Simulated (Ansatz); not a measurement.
The system is CoNiO2.

```xyz
4
Lattice="3.0143 0.0000 0.0000 0.0000 3.0143 0.0000 0.0000 0.0000 4.2223" Properties=species:S:1:pos:R:3 pbc="T T T"
Ni    0.0000    0.0000    0.0000
Co    1.5072    1.5072    2.1111
O     0.0000    0.0000    2.1111
O     1.5072    1.5072    0.0000
```

The cell comes from a database or a generator and needn't be the stable form of this composition.

Base run:

* Program: Ansatz 0.2.0
* Functional: PBEsol
* Potentials or basis: Ansatz PAW
* Cutoff: 420 eV (not typed: the program's choice for these potentials)
* k mesh: 7 × 7 × 5
* Occupations: fermi-dirac, width 0.05 eV
* Spin: collinear spin, ferromagnetic start
* Starting moments: [1.5, 3.0, 0.0, 0.0] μB
* Fixed moment: 4.5 μB

Its results: pressure -11.9 GPa; site moments Ni +1.24; Co +2.49; O +0.32, +0.28 μB.

Q: The run is repeated on the same cell with these changes: fixed moment from 4.5 μB to 3 μB; moments at the start from [1.5, 3.0, 0.0, 0.0] to [1.0, 2.0, 0.0, 0.0]. What comes out?

A: Pressure -16.5 GPa; site moments Ni +0.38; Co +2.20; O +0.19, +0.09 μB.

Caveats: the total moment is fixed, so each spin has its own Fermi level; the PAW data sets come from PBE, with cores solved anew for the run's functional, which leaves a small shift of forces and pressure; the thresholds are loose for stress.
